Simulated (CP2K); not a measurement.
# HPbNO4 (P1) in CP2K: settings compared, part 2 of 3

CP2K 2026.2. Earlier steps stand in the parts before.

## 3. Atomic charges, PBE

Input file hpbno4_charges.inp:

```
&GLOBAL
  PROJECT hpbno4_charges
  RUN_TYPE ENERGY_FORCE
  PRINT_LEVEL LOW
&END GLOBAL
&FORCE_EVAL
  METHOD QS
  STRESS_TENSOR ANALYTICAL
  &DFT
    BASIS_SET_FILE_NAME BASIS_MOLOPT_UZH
    POTENTIAL_FILE_NAME POTENTIAL_UZH
    &MGRID
      CUTOFF 600
      REL_CUTOFF 60
      NGRIDS 5
    &END MGRID
    &QS
      METHOD GPW
      EPS_DEFAULT 1.0E-9
    &END QS
    &KPOINTS
      SCHEME MONKHORST-PACK 7 5 5
      GAMMA_CENTERED T
      SYMMETRY T
      SYMMETRY_BACKEND SPGLIB
    &END KPOINTS
    &SCF
      SCF_GUESS ATOMIC
      EPS_SCF 1.0E-6
      MAX_SCF 100
      ADDED_MOS 20
      CHOLESKY OFF
      EPS_EIGVAL 1.0E-7
      &DIAGONALIZATION ON
        ALGORITHM STANDARD
      &END DIAGONALIZATION
      &MIXING ON
        METHOD BROYDEN_MIXING
        ALPHA 0.4
        BETA 1.5
        NBUFFER 8
      &END MIXING
      &SMEAR ON
        METHOD FERMI_DIRAC
        ELECTRONIC_TEMPERATURE [K] 116.045
      &END SMEAR
    &END SCF
    &XC
      &XC_FUNCTIONAL
        &GGA_X_PBE
        &END GGA_X_PBE
        &GGA_C_PBE
        &END GGA_C_PBE
      &END XC_FUNCTIONAL
    &END XC
    &PRINT
      &KPOINTS ON
      &END KPOINTS
      &MULLIKEN ON
      &END MULLIKEN
      &MO ON
        ENERGIES T
        OCCUPATION_NUMBERS T
        &EACH
          QS_SCF 0
        &END EACH
        ADD_LAST NUMERIC
      &END MO
      &LOWDIN ON
      &END LOWDIN
      &HIRSHFELD ON
        SHAPE_FUNCTION GAUSSIAN
      &END HIRSHFELD
      &VORONOI ON
        VORONOI_RADII UNITY
      &END VORONOI
      &E_DENSITY_CUBE ON
        STRIDE 2
      &END E_DENSITY_CUBE
      &V_HARTREE_CUBE ON
        STRIDE 2
      &END V_HARTREE_CUBE
      &ELF_CUBE ON
        STRIDE 2
      &END ELF_CUBE
    &END PRINT
  &END DFT
  &SUBSYS
    &CELL
      ABC 3.8577760279 5.5352278675 6.0553823152
      ALPHA_BETA_GAMMA 106.6208684377 93.9746720132 90.4454085507
      PERIODIC XYZ
    &END CELL
    &COORD
      SCALED
      H   0.1091300000 0.6571800000 0.5446300000
      Pb  0.6102900000 0.5212700000 0.1510000000
      N   0.9158000000 0.9626300000 0.9586700000
      O   0.0138400000 0.1363900000 0.8808400000
      O   0.7239800000 0.0105700000 0.1285800000
      O   0.0038900000 0.7373200000 0.8704300000
      O   0.1192700000 0.5932400000 0.3765100000
    &END COORD
    &KIND H
      BASIS_SET TZVP-MOLOPT-PBE-GTH-q1
      POTENTIAL GTH-PBE-q1
    &END KIND
    &KIND Pb
      BASIS_SET TZVP-MOLOPT-PBE-GTH-q4
      POTENTIAL GTH-PBE-q4
    &END KIND
    &KIND N
      BASIS_SET TZVP-MOLOPT-PBE-GTH-q5
      POTENTIAL GTH-PBE-q5
    &END KIND
    &KIND O
      BASIS_SET TZVP-MOLOPT-PBE-GTH-q6
      POTENTIAL GTH-PBE-q6
    &END KIND
    &PRINT
      &ATOMIC_COORDINATES ON
      &END ATOMIC_COORDINATES
      &CELL ON
      &END CELL
      &SYMMETRY ON
      &END SYMMETRY
    &END PRINT
  &END SUBSYS
  &PRINT
    &FORCES ON
    &END FORCES
    &STRESS_TENSOR ON
    &END STRESS_TENSOR
  &END PRINT
&END FORCE_EVAL
```

Potentials or basis: POTENTIAL_UZH H GTH-PBE-q1, Pb GTH-PBE-q4, N GTH-PBE-q5, O GTH-PBE-q6; TZVP-MOLOPT-PBE-GTH basis.

Launch:

```
$ OMP_NUM_THREADS=4 cp2k.psmp -i hpbno4_charges.inp -o hpbno4_charges.out
```

It took 94 s on 4 threads of Intel Xeon Platinum 8259CL at 2.50GHz (Skylake/Cascade Lake), shared host; peak memory 0.62 GiB.

The run converged. Its results:

```yaml
Free_energy: -2125.3829 eV
Pressure: 1.4 GPa
Band_gap_on_the_k_mesh: 3.12 eV, indirect (least direct gap 3.19 eV)
Mulliken_charges: H +0.38; Pb +1.36; N +0.84; O -0.48, -0.57, -0.96 e
Hirshfeld_charges: H +0.58; Pb +0.23; N +0.56; O -0.25, -0.22, -0.32, -0.58 e
Voronoi_charges: H -0.51; Pb +1.74; N +0.53; O -0.48, -0.53, -0.41, -0.34 e
```

Stress tensor (GPa, compression positive):
```
 1.38  0.06 -0.66
 0.06  1.56  0.07
-0.66  0.07  1.39
```

Levels at points of the mesh, in eV from the valence-band top:
| k point | band 13 | band 14 | band 15 | band 16 | band 17 | band 18 | band 19 | band 20 | band 21 | band 22 |
| --- | --- | --- | --- | --- | --- | --- | --- | --- | --- | --- |
| (0.00, 0.00, 0.00) | -1.93 | -1.73 | -1.59 | -0.71 | -0.46 | 3.44 | 4.38 | 5.89 | 6.58 | 8.13 |

Caveat: Hirshfeld charges from Gaussian shapes aren't those from atomic densities; Mulliken charges move with the basis; spin-orbit coupling is left out, which as a rule narrows the gap of such compounds by several tenths of an eV; an odd mesh through Γ misses points on the zone boundary, where band edges often lie; the basis of atomic orbitals isn't converged, which shifts pressures, moduli and gaps.

## 4. Electron localisation function, PBE

Input file hpbno4_elf.inp:

```
&GLOBAL
  PROJECT hpbno4_elf
  RUN_TYPE ENERGY_FORCE
  PRINT_LEVEL LOW
&END GLOBAL
&FORCE_EVAL
  METHOD QS
  STRESS_TENSOR ANALYTICAL
  &DFT
    BASIS_SET_FILE_NAME BASIS_MOLOPT_UZH
    POTENTIAL_FILE_NAME POTENTIAL_UZH
    &MGRID
      CUTOFF 600
      REL_CUTOFF 60
      NGRIDS 5
    &END MGRID
    &QS
      METHOD GPW
      EPS_DEFAULT 1.0E-10
    &END QS
    &KPOINTS
      SCHEME MONKHORST-PACK 7 5 5
      GAMMA_CENTERED T
      SYMMETRY T
      SYMMETRY_BACKEND SPGLIB
    &END KPOINTS
    &SCF
      SCF_GUESS ATOMIC
      EPS_SCF 1.0E-6
      MAX_SCF 100
      ADDED_MOS 20
      CHOLESKY OFF
      EPS_EIGVAL 1.0E-7
      &DIAGONALIZATION ON
        ALGORITHM STANDARD
      &END DIAGONALIZATION
      &MIXING ON
        METHOD BROYDEN_MIXING
        ALPHA 0.4
        BETA 1.5
        NBUFFER 8
      &END MIXING
      &SMEAR ON
        METHOD FERMI_DIRAC
        ELECTRONIC_TEMPERATURE [K] 300.557
      &END SMEAR
    &END SCF
    &XC
      &XC_FUNCTIONAL PBE
      &END XC_FUNCTIONAL
    &END XC
    &PRINT
      &KPOINTS ON
      &END KPOINTS
      &MULLIKEN ON
      &END MULLIKEN
      &MO ON
        ENERGIES T
        OCCUPATION_NUMBERS T
        &EACH
          QS_SCF 0
        &END EACH
        ADD_LAST NUMERIC
      &END MO
      &LOWDIN ON
      &END LOWDIN
      &HIRSHFELD ON
        SHAPE_FUNCTION DENSITY
      &END HIRSHFELD
      &E_DENSITY_CUBE ON
        STRIDE 2
      &END E_DENSITY_CUBE
      &V_HARTREE_CUBE ON
        STRIDE 2
      &END V_HARTREE_CUBE
      &ELF_CUBE ON
        STRIDE 2
      &END ELF_CUBE
    &END PRINT
  &END DFT
  &SUBSYS
    &CELL
      A 3.8577760279 0.0000000000 0.0000000000
      B -0.0430295741 5.5350606140 0.0000000000
      C -0.4197317742 -1.7353810959 5.7861846387
      PERIODIC XYZ
    &END CELL
    &COORD
      SCALED
      H   0.1091300000 0.6571800000 0.5446300000
      Pb  0.6102900000 0.5212700000 0.1510000000
      N   0.9158000000 0.9626300000 0.9586700000
      O   0.0138400000 0.1363900000 0.8808400000
      O   0.7239800000 0.0105700000 0.1285800000
      O   0.0038900000 0.7373200000 0.8704300000
      O   0.1192700000 0.5932400000 0.3765100000
    &END COORD
    &KIND H
      BASIS_SET TZVP-MOLOPT-PBE-GTH-q1
      POTENTIAL GTH-PBE-q1
    &END KIND
    &KIND Pb
      BASIS_SET TZVP-MOLOPT-PBE-GTH-q4
      POTENTIAL GTH-PBE-q4
    &END KIND
    &KIND N
      BASIS_SET TZVP-MOLOPT-PBE-GTH-q5
      POTENTIAL GTH-PBE-q5
    &END KIND
    &KIND O
      BASIS_SET TZVP-MOLOPT-PBE-GTH-q6
      POTENTIAL GTH-PBE-q6
    &END KIND
    &PRINT
      &ATOMIC_COORDINATES ON
      &END ATOMIC_COORDINATES
      &CELL ON
      &END CELL
    &END PRINT
  &END SUBSYS
  &PRINT
    &FORCES ON
    &END FORCES
    &STRESS_TENSOR ON
    &END STRESS_TENSOR
  &END PRINT
&END FORCE_EVAL
```

Potentials or basis: POTENTIAL_UZH H GTH-PBE-q1, Pb GTH-PBE-q4, N GTH-PBE-q5, O GTH-PBE-q6; TZVP-MOLOPT-PBE-GTH basis.

Launch:

```
$ OMP_NUM_THREADS=4 cp2k.psmp -i hpbno4_elf.inp -o hpbno4_elf.out
```

hpbno4_elf.out:

```text

 CP2K| version string:                                       CP2K version 2026.2
 CP2K| Input file name                                            hpbno4_elf.inp

 GLOBAL| Force Environment number                                              1
 GLOBAL| Basis set file name                                    BASIS_MOLOPT_UZH
 GLOBAL| Potential file name                                       POTENTIAL_UZH
 GLOBAL| MM Potential file name                                     MM_POTENTIAL
 GLOBAL| Coordinate file name                                      __STD_INPUT__
 GLOBAL| Method name                                                        CP2K
 GLOBAL| Project name                                                 hpbno4_elf
 GLOBAL| Run type                                                   ENERGY_FORCE
 GLOBAL| FFT library                                                       FFTW3
[... 5 lines left out ...]
 GLOBAL| Global print level                                                  LOW
 GLOBAL| Total number of message passing processes                             1
 GLOBAL| Number of threads for this process                                    4
 GLOBAL| CPU model name           Intel(R) Xeon(R) Platinum 8259CL CPU @ 2.50GHz

 CELL| Volume [angstrom^3]:                                           123.552540
 CELL| Vector a [angstrom]:       3.858     0.000     0.000   |a| =     3.857776
 CELL| Vector b [angstrom]:      -0.043     5.535     0.000   |b| =     5.535228
 CELL| Vector c [angstrom]:      -0.420    -1.735     5.786   |c| =     6.055382
 CELL| Angle (b,c), alpha [degree]:                                   106.620868
 CELL| Angle (a,c), beta  [degree]:                                    93.974672
 CELL| Angle (a,b), gamma [degree]:                                    90.445409
 CELL| Numerically orthorhombic:                                              NO
 CELL| Periodicity                                                           XYZ

 CELL_REF| Volume [angstrom^3]:                                       123.552540
 CELL_REF| Vector a [angstrom     3.858     0.000     0.000   |a| =     3.857776
 CELL_REF| Vector b [angstrom    -0.043     5.535     0.000   |b| =     5.535228
 CELL_REF| Vector c [angstrom    -0.420    -1.735     5.786   |c| =     6.055382
 CELL_REF| Angle (b,c), alpha [degree]:                               106.620868
 CELL_REF| Angle (a,c), beta  [degree]:                                93.974672
 CELL_REF| Angle (a,b), gamma [degree]:                                90.445409
 CELL_REF| Numerically orthorhombic:                                          NO
 CELL_REF| Periodicity                                                       XYZ
[... 9 lines left out ...]
 TOTAL NUMBERS AND MAXIMUM NUMBERS

  Total number of            - Atomic kinds:                                   4
                             - Atoms:                                          7
                             - Shell sets:                                     7
                             - Shells:                                        46
                             - Primitive Cartesian functions:                 34
                             - Cartesian basis functions:                    114
                             - Spherical basis functions:                    108

  Maximum angular momentum of- Orbital basis functions:                        2
                             - Local part of the GTH pseudopotential:          2
                             - Non-local part of the GTH pseudopotential:      4

 MODULE QUICKSTEP: ATOMIC COORDINATES IN ANGSTROM

   Atom Kind Element         X             Y             Z       Z(eff)     Mass
      1    1 H     1      0.164122      2.692391      3.151330   1.0000   1.0079
      2    2 Pb   82      2.268553      2.623219      0.873714   4.0000 207.2000
      3    3 N     7      3.089145      3.664558      5.547042   5.0000  14.0067
      4    4 O     8     -0.322194     -0.773666      5.096703   6.0000  15.9994
      5    4 O     8      2.738529     -0.164630      0.743988   6.0000  15.9994
      6    4 O     8     -0.382067      2.570583      5.036469   6.0000  15.9994
      7    4 O     8      0.276557      2.630231      2.178556   6.0000  15.9994
[... 130 lines left out ...]
  Exchange-correlation energy:                                -17.82364455589241
  Electronic entropic energy:                                  -0.00000000000000
  Fermi energy:                                                 0.05522673503841

  Total energy:                                               -78.10639207370599
  Total energy (extrapolated to T->0):                        -78.10639207370599

 MO| EIGENVALUES AND OCCUPATION NUMBERS FOR K POINT 1
 MO|
 MO|  Index      Eigenvalue [a.u.]        Eigenvalue [eV]             Occupation
 MO|      1              -0.974709             -26.523183               2.000000
 MO|      2              -0.777683             -21.161832               2.000000
 MO|      3              -0.769950             -20.951409               2.000000
 MO|      4              -0.662187             -18.019035               2.000000
 MO|      5              -0.376072             -10.233445               2.000000
 MO|      6              -0.318929              -8.678492               2.000000
[... 601 lines left out ...]
 MO|     36               0.665070              18.097483               0.000000
 MO|     37               0.720159              19.596510               0.000000
 MO| Sum:                                                              34.000000
 MO| E(Fermi):            0.055227 a.u.          1.502796 eV
 MO| Band gap:            0.130414 a.u.          3.548746 eV

 [... the levels of further k-points ...]

 The electron density is written in Cube    file format to the file:

 hpbno4_elf-ELECTRON_DENSITY-1_0.cube

 !-----------------------------------------------------------------------------!
                     Mulliken Population Analysis

 #  Atom  Element  Kind  Atomic population                           Net charge
       1     H        1          0.622602                              0.377398
       2     Pb       2          2.635771                              1.364229
       3     N        3          4.157702                              0.842298
       4     O        4          6.479962                             -0.479962
       5     O        4          6.568736                             -0.568736
       6     O        4          6.570426                             -0.570426
       7     O        4          6.964800                             -0.964800
 # Total charge                             34.000000                 -0.000000

 !-----------------------------------------------------------------------------!

 !-----------------------------------------------------------------------------!
                           Hirshfeld Charges

  #Atom  Element  Kind  Ref Charge     Population                    Net charge
      1       H      1       1.000          0.913                         0.087
      2       Pb     2       4.000          3.448                         0.552
      3       N      3       5.000          4.757                         0.243
      4       O      4       6.000          6.179                        -0.179
      5       O      4       6.000          6.178                        -0.178
      6       O      4       6.000          6.166                        -0.166
      7       O      4       6.000          6.360                        -0.360

  Total Charge                                                           -0.000
 !-----------------------------------------------------------------------------!

 LOWDIN POPULATION ANALYSIS

 #  Atom  Element  Kind  Atomic population                           Net charge
       1     H        1          1.383174                             -0.383174
       2     Pb       2          3.337328                              0.662672
       3     N        3          5.365969                             -0.365969
       4     O        4          5.969675                              0.030325
       5     O        4          5.993681                              0.006319
       6     O        4          5.938279                              0.061721
       7     O        4          6.011893                             -0.011893
 # Total charge                             34.000000                  0.000000

               ----- ELF is computed on the real space grid -----

 ELF is written in Cube    file format to the file:

 hpbno4_elf-ELF_S1-1_0.cube

 ENERGY| Total FORCE_EVAL ( QS ) energy [hartree]            -78.106394006676624

 FORCES| Atomic forces [hartree/bohr]
 FORCES|   Atom     x               y               z               |f|
 FORCES|      1 -3.34310588E-04  3.08035906E-04  4.42733148E-03   4.45060824E-03
 FORCES|      2 -1.87485932E-03 -6.73158168E-05 -3.18786117E-03   3.69893062E-03
 FORCES|      3 -1.32449911E-04 -1.11206642E-04  4.56065553E-04   4.87755764E-04
 FORCES|      4  4.78506588E-03  9.13576800E-03 -5.36726125E-03   1.16261174E-02
 FORCES|      5 -6.56240560E-03  9.80304705E-04  8.31627330E-03   1.06389175E-02
 FORCES|      6  2.36015765E-03 -8.68525165E-03 -4.87513930E-03   1.02357669E-02
 FORCES|      7  4.39762484E-04 -8.11682655E-04 -6.61397885E-04   1.13563504E-03
 FORCES| Sum    -1.31903940E-03  7.48651843E-04 -8.91989270E-04
 FORCES| Total atomic force                                       1.75954238E-03

 STRESS| Analytical stress tensor [bar]
 STRESS|                        x                   y                   z
 STRESS|      x        1.38359426158E+04   5.88019108098E+02  -6.63779224613E+03
 STRESS|      y        5.88019108098E+02   1.56183105785E+04   6.57562482887E+02
 STRESS|      z       -6.63779224613E+03   6.57562482887E+02   1.39489411970E+04
 STRESS| 1/3 Trace                                             1.44677314638E+04
 STRESS| Determinant                                           2.31019724620E+12

 STRESS| Eigenvectors and eigenvalues of the analytical stress tensor [bar]
 STRESS|                        1                   2                   3
 STRESS| Eigenvalues   7.16270983380E+03   1.57094329900E+04   2.05310515675E+04
 STRESS|      x           0.706001315628      0.081238666946     -0.703535657465
 STRESS|      y          -0.103579545566      0.994561429186      0.010901436453
 STRESS|      z           0.700595047137      0.065175475212      0.710576341682
```

It took 96 s on 4 threads of Intel Xeon Platinum 8259CL at 2.50GHz (Skylake/Cascade Lake), shared host; peak memory 0.63 GiB.

What came out:

- Free energy: -2125.3831 eV
- Pressure: 1.4 GPa
- Band gap on the k mesh: 3.12 eV, indirect (least direct gap 3.19 eV)
- Mulliken charges: H +0.38; Pb +1.36; N +0.84; O -0.48, -0.57, -0.96 e
- Hirshfeld charges: H +0.09; Pb +0.55; N +0.24; O -0.18, -0.17, -0.36 e

Stress tensor (GPa, compression positive):
```
 1.38  0.06 -0.66
 0.06  1.56  0.07
-0.66  0.07  1.39
```

Caveat: Mulliken charges move with the basis; spin-orbit coupling is left out, which as a rule narrows the gap of such compounds by several tenths of an eV; an odd mesh through Γ misses points on the zone boundary, where band edges often lie; the basis of atomic orbitals isn't converged, which shifts pressures, moduli and gaps.

(Part 2 of 3 ends here.)
